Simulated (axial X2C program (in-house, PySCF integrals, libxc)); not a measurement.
**Linear OCTe⁺ at several levels**

One table from this session's results is given with a row withheld; the runs are named, their logs left out.

Method: all-electron X2C, two-component (2c) or spin-free, O dyall-av3z, C dyall-v3z, Te dyall-v3z; program: an in-house X2C program for linear molecules on PySCF integrals.

All values are calculated.

2 further runs of the same task are left out: 2 set aside as unsound or not needed.

The first run:

Contents of task.json:

```json
{"zs": [8, 6, 52], "q": 1, "bas": ["dyall-av3z", "dyall-v3z", "dyall-v3z"], "r0": [1.15, 1.92], "symm": 0, "scan": ["PBE0", "HF", "B3LYP"], "levels": ["PBE0", "HF", "B3LYP"], "nst": 2}
```

Keys: zs atomic numbers; q charge; bas basis sets; r0 starting distance in Å; symm equal bonds; scan levels of the two-bond scan; levels methods; nst determinants followed.

Launch:

```bash
python solin.py task.json out
```

Masses O 15.995, C 12.000, Te 129.906 u.

Among the steps run: Scan at PBE0, 2c; Scan at B3LYP, 2c; Scan at PBE0, spin-free.

One table of the session follows, with a row left open; its other results are not shown here.

| level | r(O–C) (Å) | r(C–Te) (Å) | lower stretch (cm⁻¹) | upper stretch (cm⁻¹) |
| --- | --- | --- | --- | --- |
| PBE0, 2c | 1.121 | 2.040 | 405.0 | 2237.9 |
| B3LYP, 2c | ? | ? | ? | ? |
| PBE0, spin-free | 1.122 | 2.025 | 425.7 | 2234.2 |
| HF, spin-free | 1.088 | 2.142 | 291.1 | 2465.8 |
| B3LYP, spin-free | 1.124 | 2.046 | 406.7 | 2200.5 |

Q: Estimate the row for B3LYP, 2c from the others.

As computed: r(O–C) (Å): 1.123; r(C–Te) (Å): 2.064; lower stretch (cm⁻¹): 381.6; upper stretch (cm⁻¹): 2204.0. In the column «r(O–C) (Å)» it lies between PBE0, spin-free (1.122) and B3LYP, spin-free (1.124).

Scans not shown above were run alike.

To keep in mind: The molecule was held linear; bending was not examined, so a bent shape may lie lower. Note: functional without a current term on a determinant with orbital currents, of the molecule or an atom.
